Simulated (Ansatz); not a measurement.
# BClFH4N: the cost of one run

Program: Ansatz 0.2.0. Level of theory: RHF/def2-SVP. These are calculated values, not measurements.

### Step 1. The starting structure

Bond lengths: B1–F2 1.670 Å, B1–Cl3 1.860 Å, B1–N4 1.550 Å, N4–H5 1.060 Å, N4–H6 1.060 Å. Angles: F2–B1–Cl3 120.0°, F2–B1–N4 120.0°, Cl3–B1–N4 120.0°, B1–N4–H5 120.0°, B1–N4–H6 120.0°, H5–N4–H6 120.0°.

As a file:

```xyz
8

B     0.0000    0.0000    0.0000
F     0.0000    0.0000    1.6700
Cl    1.6108    0.0000   -0.9300
N    -1.3423    0.0000   -0.7750
H    -2.0112   -0.8164   -0.6764
H    -1.5914    0.8164   -1.4036
H     0.0668    1.4124    0.4698
H     0.0526    1.1131    1.3144
```

### Step 2. Pulling towards end A

Springs on the bonds that form and break draw the guess towards this end; the thresholds are loose.

File input.yaml:

```yaml
crystal:
  periodic: [false, false, false]
  atoms:
    - { symbol: B, position_ang: [0.0, 0.0, 0.0] }
    - { symbol: F, position_ang: [0.0, 0.0, 1.67] }
    - { symbol: Cl, position_ang: [1.6108, 0.0, -0.93] }
    - { symbol: "N", position_ang: [-1.3423, 0.0, -0.775] }
    - { symbol: H, position_ang: [-2.0112, -0.8164, -0.6764] }
    - { symbol: H, position_ang: [-1.5914, 0.8164, -1.4036] }
    - { symbol: H, position_ang: [0.0668, 1.4124, 0.4698] }
    - { symbol: H, position_ang: [0.0526, 1.1131, 1.3144] }
basis:
  gaussian: { orbitals: def2-SVP }
hamiltonian:
  xc: hf
relax:
  f_tol: 0.15
  max_steps: 25
  restrain:
    - { distance: [0, 6], at: 2.39, k: 30.0 }
    - { distance: [7, 1], at: 2.12, k: 30.0 }
    - { distance: [0, 1], at: 1.32, k: 30.0 }
    - { distance: [7, 6], at: 0.66, k: 30.0 }
output:
  orbitals: {}
```

On the command line:

```sh
$ ansatz run input.yaml --threads 1 --pin off --max-ram 2048MiB --backend cpu --events-out ev --progress --plain --runs-dir out
```

Q: Estimate wall time and peak memory on 1 thread of Intel Xeon 6975P-C (Granite Rapids), shared host.

About 11 s, with a peak of 0.16 GiB.
